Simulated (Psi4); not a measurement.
# CH4Sb (SMILES [CH3][SbH]): a first try and a second

Wanted: the energy in a field of CH4Sb, UMP2/def2-SV(P) (core potential, dipole perturbation λ (added as +λ·μ, a field of −λ) (0, 0.005, 0) a.u.).

Program for the calculation: Psi4 1.11.

2 further runs of the same task are left out: 1 that didn't finish, 1 set aside as unsound or not needed.

## 1. Starting point

The species is CH4Sb (6 atoms), meant as a doublet with charge 0. As SMILES, `[CH3][SbH]`. The coordinates come from a PBE0-D4/def2-TZVP relaxation.

Bond lengths: C1–Sb2 2.162 Å, C1–H3 1.090 Å, C1–H4 1.089 Å, C1–H5 1.090 Å, Sb2–H6 1.716 Å. Angles: C1–Sb2–H6 92.8°, Sb2–C1–H3 109.9°, Sb2–C1–H4 109.1°, Sb2–C1–H5 109.9°, H3–C1–H4 109.4°, H3–C1–H5 109.1°, H4–C1–H5 109.5°.

## 2. Try one

calc.in

```
memory 1600 mb

molecule mol {
  0 2
  C     -0.222200    -0.364200    -0.463900
  Sb     0.247900     0.031100     1.609100
  H     -0.906500     0.396400    -0.840600
  H     -0.556500     0.396400    -0.840600
  H      0.690200    -0.349600    -1.060500
  H      0.924000     1.566800     1.251600
  symmetry c1
  no_reorient
  no_com
}

set {
  basis def2-SV(P)
  reference uhf
  scf_type direct
  num_frozen_docc 5
  mp2_type conv
  perturb_h true
  perturb_with dipole
  perturb_dipole [0.0, 0.005, 0.0]
}

E, wfn = energy('mp2', return_wfn=True)
print_variables()
```

Started as:

```bash
psi4 -n 1 calc.in calc.out
```

calc.out:

```text
[...]
    !!!  WARNING: ECP capability is in beta. Please check occupations closely.  !!!
[...]
  Running in c1 symmetry.
[...]
  Nuclear repulsion =   67.594731123887996
[...]
  Multiplicity = 2
[...]
  Nalpha       = 17
  Nbeta        = 16
[...]
    Number of basis functions: 48
[...]
   @DF-UHF iter   1:  -278.60004585300720   -1.94394e+00   9.50719e-03 DIIS/ADIIS
[...]
   @UHF iter  23:  -278.73347163858136   -2.33058e-12   7.61869e-09 DIIS
[...]
   @S^2 Observed:                7.647379457E-01
[...]
    Orbital Energies [Eh]
    ---------------------
    Alpha Occupied:
       1A    -11.237820     2A     -6.522203     3A     -4.595383
       4A     -4.589854     5A     -4.585021     6A     -1.622941
       7A     -1.621273     8A     -1.618814     9A     -1.616511
      10A     -1.613549    11A     -1.237679    12A     -0.768435
      13A     -0.662945    14A     -0.481774    15A     -0.382511
      16A     -0.338776    17A     -0.318495
    Alpha Virtual:
      18A      0.103414    19A      0.140212    20A      0.189758
      21A      0.243559    22A      0.274260    23A      0.345764
      24A      0.377747    25A      0.416488    26A      0.425689
[...]
  @UHF Final Energy:  -278.73347163858136
   => Energetics <=
    Nuclear Repulsion Energy =             67.5947311238879962
    One-Electron Energy =                -605.4723410494807467
    Two-Electron Energy =                 259.1441382870114012
    Total Energy =                       -278.7334716385813635
  UHF NO Occupations:
  HONO-2 :   15  A 1.9988882
  HONO-1 :   16  A 1.9942885
[...]
 Multipole Moments:
 ------------------------------------------------------------------------------------
     Multipole            Electronic (a.u.)      Nuclear  (a.u.)        Total (a.u.)
 ------------------------------------------------------------------------------------
 L = 1.  Multiply by 2.5417464519 to convert [e a0] to [Debye]
 Dipole X            :         -8.5877959            8.5409952           -0.0468007
 Dipole Y            :         -0.3946423            1.0206411            0.6259987
 Dipole Z            :        -62.1414953           61.8616965           -0.2797988
 Magnitude           :                                                    0.6872788
[...]
	SCS-MP2 Total Energy (a.u.)        :  -278.94892348703996
	SOS-MP2 Total Energy (a.u.)        :  -278.93174171295993
	SCSN-MP2 Total Energy (a.u.)       :  -278.82419140572409
[...]
	SOS-PI-MP2 Total Energy (a.u.)     :  -278.96478672535642
[...]
	MP2 Total Energy (a.u.)            :  -278.95024202280371
[...]
```

It took 2.3 s on 1 thread of Intel Xeon 6975P-C (Granite Rapids), shared host; peak memory 0.21 GiB.

## 3. Diagnosis

The run finished; that doesn't make the result usable.

Cause: two atoms lie on top of or far too near each other. As the program read them, the closest atoms are 0.35 Å apart, against 1.09 Å in the sound input.

## 4. The mended input

job.inp

```
memory 1.6 GB

molecule {
  0 2
  C     -0.222200    -0.364200    -0.463900
  Sb     0.247900     0.031100     1.609100
  H     -0.906500     0.396400    -0.840600
  H     -0.691100    -1.344500    -0.542000
  H      0.690200    -0.349600    -1.060500
  H      0.924000     1.566800     1.251600
  units angstrom
  symmetry c1
  no_reorient
  no_com
}

set basis def2-SV(P)
set reference uhf
set scf_type direct
set num_frozen_docc 5
set mp2_type conv
set perturb_h true
set perturb_with dipole
set perturb_dipole [0.0, 0.005, 0.0]

e = energy('mp2')
```

Started as:

```bash
psi4 -i job.inp -o job.out -n 1
```

job.out:

```text
[...]
    !!!  WARNING: ECP capability is in beta. Please check occupations closely.  !!!
[...]
  Running in c1 symmetry.
[...]
  Nuclear repulsion =   65.486931897371278
[...]
  Multiplicity = 2
[...]
  Nalpha       = 17
  Nbeta        = 16
[...]
    Number of basis functions: 48
[...]
   @DF-UHF iter   1:  -279.28843053792338   -2.38806e+00   8.30287e-03 DIIS/ADIIS
[...]
   @UHF iter  21:  -279.39098381944439   -2.72848e-12   7.15370e-09 DIIS
[...]
   @S^2 Observed:                7.643992736E-01
[...]
    Orbital Energies [Eh]
    ---------------------
    Alpha Occupied:
       1A    -11.226022     2A     -6.515768     3A     -4.588849
       4A     -4.583492     5A     -4.578723     6A     -1.616492
       7A     -1.614823     8A     -1.612317     9A     -1.610103
      10A     -1.607124    11A     -0.934687    12A     -0.711914
      13A     -0.570030    14A     -0.567948    15A     -0.434793
      16A     -0.366422    17A     -0.309249
    Alpha Virtual:
      18A      0.110006    19A      0.155906    20A      0.217971
      21A      0.252979    22A      0.264234    23A      0.354755
      24A      0.422949    25A      0.427714    26A      0.460243
[...]
  @UHF Final Energy:  -279.39098381944439
   => Energetics <=
    Nuclear Repulsion Energy =             65.4869318973712780
    One-Electron Energy =                -603.2948873781876955
    Two-Electron Energy =                 258.4169716613720311
    Total Energy =                       -279.3909838194443864
  UHF NO Occupations:
  HONO-2 :   15  A 1.9987932
  HONO-1 :   16  A 1.9945953
[...]
 Multipole Moments:
 ------------------------------------------------------------------------------------
     Multipole            Electronic (a.u.)      Nuclear  (a.u.)        Total (a.u.)
 ------------------------------------------------------------------------------------
 L = 1.  Multiply by 2.5417464519 to convert [e a0] to [Debye]
 Dipole X            :         -8.3907396            8.2866380           -0.1041015
 Dipole Y            :          1.9439648           -2.2691831           -0.3252183
 Dipole Z            :        -62.6857845           62.4259687           -0.2598158
 Magnitude           :                                                    0.4290785
[...]
	SCS-MP2 Total Energy (a.u.)        :  -279.61168174235496
	SOS-MP2 Total Energy (a.u.)        :  -279.59417018430071
	SCSN-MP2 Total Energy (a.u.)       :  -279.48344484597072
[...]
	SOS-PI-MP2 Total Energy (a.u.)     :  -279.62803457844342
[...]
	MP2 Total Energy (a.u.)            :  -279.61284046432070
[...]
```

It took 2.2 s on 1 thread of Intel Xeon 6975P-C (Granite Rapids), shared host; peak memory 0.21 GiB.

## 5. Outcome

At UMP2/def2-SV(P) (core potential, dipole perturbation λ (added as +λ·μ, a field of −λ) (0, 0.005, 0) a.u.):

| quantity | value |
| --- | --- |
| total energy | -279.61284 Eh |
| correlation energy (5 core orbitals frozen) | -221.9 mEh |
| ⟨S²⟩ of the reference determinant | 0.764 |

In words: The first attempt's energy was +18.030 eV off this one.
